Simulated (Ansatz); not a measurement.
# Si2H3F2 radical: one species, many methods

An exercise on one series of results from a longer session: the logs are not shown, and one member is left open.

The runs use Ansatz 0.2.0, Gaussian basis; functionals in def2-TZVPP, the program's frozen cores in correlated methods.

Plan: LDA (SPW92), PBE-D4, revPBE-D4, BLYP-D4, r2SCAN-D4, B97M-V, PBE0-D4, B3LYP-D4, r2SCANh-D4, r2SCAN0-D4, HSE06-D4, BHLYP-D4, CAM-B3LYP-D4, LC-ωPBE, ωB97X-V, ωB97M-V, B2PLYP, PBE-QIDH; CCSD(T)/def2-SVP; CCSD(T)/def2-TZVPP; MP2/def2-QZVPP; extrapolation to the limit; RPA on PBE.

### The geometry

An earlier PBE0-D4 in a triple-zeta def2 set relaxation fixed the geometry.

SMILES `F[SiH](F)[SiH2]`, 7 atoms, charge 0, spin multiplicity 2.

Atoms are counted from 1 here; the program's logs count them from 0.

Bond lengths: F1–Si2 1.593 Å, Si2–F3 1.592 Å, Si2–Si4 2.324 Å, Si2–H5 1.480 Å, Si4–H6 1.486 Å, Si4–H7 1.486 Å. Angles: F1–Si2–F3 106.3°, F1–Si2–Si4 112.7°, F1–Si2–H5 107.3°, F3–Si2–Si4 108.4°, F3–Si2–H5 108.2°, Si4–Si2–H5 113.6°, Si2–Si4–H6 113.7°, Si2–Si4–H7 115.5°, H6–Si4–H7 111.5°.

The first run:

in.yaml

```yaml
crystal:
  periodic: [false, false, false]
  atoms:
    - {symbol: F, position_ang: [-0.375529, -1.578787, 1.205948]}
    - {symbol: Si, position_ang: [0.600416, -0.645392, 0.361046]}
    - {symbol: F, position_ang: [1.259452, -1.577365, -0.748619]}
    - {symbol: Si, position_ang: [-0.517548, 1.089508, -0.706295]}
    - {symbol: H, position_ang: [1.670432, -0.186410, 1.274491]}
    - {symbol: H, position_ang: [-0.987897, 2.155035, 0.217068]}
    - {symbol: H, position_ang: [-1.588127, 0.675408, -1.649340]}
basis:
  gaussian: {orbitals: def2-TZVPP}
magnetization: {spin_polarized: true, initial_magnetization: 1}
hamiltonian: {xc: lda}
output: {orbitals: {seedname: orbitals}}
```

Among the steps run: LDA; PBE-D4 (GGA); revPBE-D4 (GGA); BLYP-D4 (GGA); r2SCAN-D4 (meta-GGA); B97M-V (meta-GGA); PBE0-D4 (hybrid); B3LYP-D4 (hybrid); r2SCANh-D4 (hybrid); r2SCAN0-D4 (hybrid); HSE06-D4 (hybrid); BHLYP-D4 (hybrid); CAM-B3LYP-D4 (range-separated); LC-ωPBE (range-separated); ωB97X-V (range-separated); ωB97M-V (range-separated); B2PLYP (double hybrid); PBE-QIDH (double hybrid).

One table of the session follows, with a row left open; its other results are not shown here.

It belongs to the step «Frontier levels by functional». 

```
  functional  HOMO (eV)  LUMO (eV)  gap (eV)
 LDA (SPW92)      -5.62      -4.49      1.13
      PBE-D4      -5.63      -4.02      1.61
   revPBE-D4      -5.61      -3.87      1.73
     BLYP-D4      -5.37      -4.03      1.34
   r2SCAN-D4      -6.00      -3.59      2.41
      B97M-V      -5.76      -4.22      1.54
     PBE0-D4      -6.71      -3.12      3.59
    B3LYP-D4      -6.38      -3.49      2.89
  r2SCANh-D4      -6.38      -3.29      3.09
  r2SCAN0-D4      -6.97      -2.85      4.12
    HSE06-D4      -6.31      -3.50      2.81
    BHLYP-D4      -7.52      -2.32      5.20
CAM-B3LYP-D4          ?          ?         ?
     LC-ωPBE      -9.30      -0.78      8.52
     ωB97X-V      -8.75      -1.32      7.43
     ωB97M-V      -8.42      -1.47      6.95
```

Q: Estimate the row for CAM-B3LYP-D4 from the others.

**Answer.** HOMO (eV): -7.84; LUMO (eV): -2.21; gap (eV): 5.64. In the column «HOMO (eV)» it lies between ωB97M-V (-8.42) and BHLYP-D4 (-7.52).
